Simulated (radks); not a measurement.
# Mn¹⁸⁺ in [He] 2s2 2p3: an all-electron calculation

One table from this session's results is given with a row withheld; the runs are named, their logs left out.

Program: radks (a radial shooting solver on a logarithmic mesh, Libxc functionals) version 1. Level of theory: Dirac Kohn-Sham, PBE, spin-unpolarised, spherical densities, point nucleus; open shells fill j = l - 1/2 first. These are calculated values, not measurements, unless marked.

### What is computed

```
element       : manganese (Z = 25)
charge        : +18
electrons     : 7
configuration : [He] 2s2 2p3
```

The first run:

The run's settings:

```text
Z 25
configuration [He] 2s2 2p3 3s0 3p0 3d0
relativity Dirac
functional pbe,pbe
spin unpolarised
j_filling energy
nucleus point
c 137.035999084
```

One of the session's tables, all rows but one given; the rest of the session is left out.

It belongs to the step «Shells». Radial moments (bohr):

| level | <r> | outermost maximum (interpolated) | 90 % within | nodes |
| --- | --- | --- | --- | --- |
| 1s1/2 | 0.06070 | 0.0398 | 0.108 | 0 |
| 2s1/2 | ? | ? | ? | ? |
| 2p1/2 | 0.2265 | 0.177 | 0.367 | 0 |
| 2p3/2 | 0.2290 | 0.180 | 0.370 | 0 |
| 3s1/2 | 0.6337 | 0.602 | 0.917 | 2 |
| 3p1/2 | 0.6088 | 0.575 | 0.898 | 1 |
| 3p3/2 | 0.6124 | 0.578 | 0.903 | 1 |
| 3d3/2 | 0.5364 | 0.457 | 0.813 | 0 |
| 3d5/2 | 0.5375 | 0.458 | 0.815 | 0 |

**Question.** Estimate the row for 2s1/2.

**Answer.** <r>: 0.2630; outermost maximum (interpolated): 0.224; 90 % within: 0.404; nodes: 1. In the column «<r>» it lies between 2p3/2 (0.2290) and 3d3/2 (0.5364).

To keep in mind: Spin polarisation and multiplet splitting are left out.
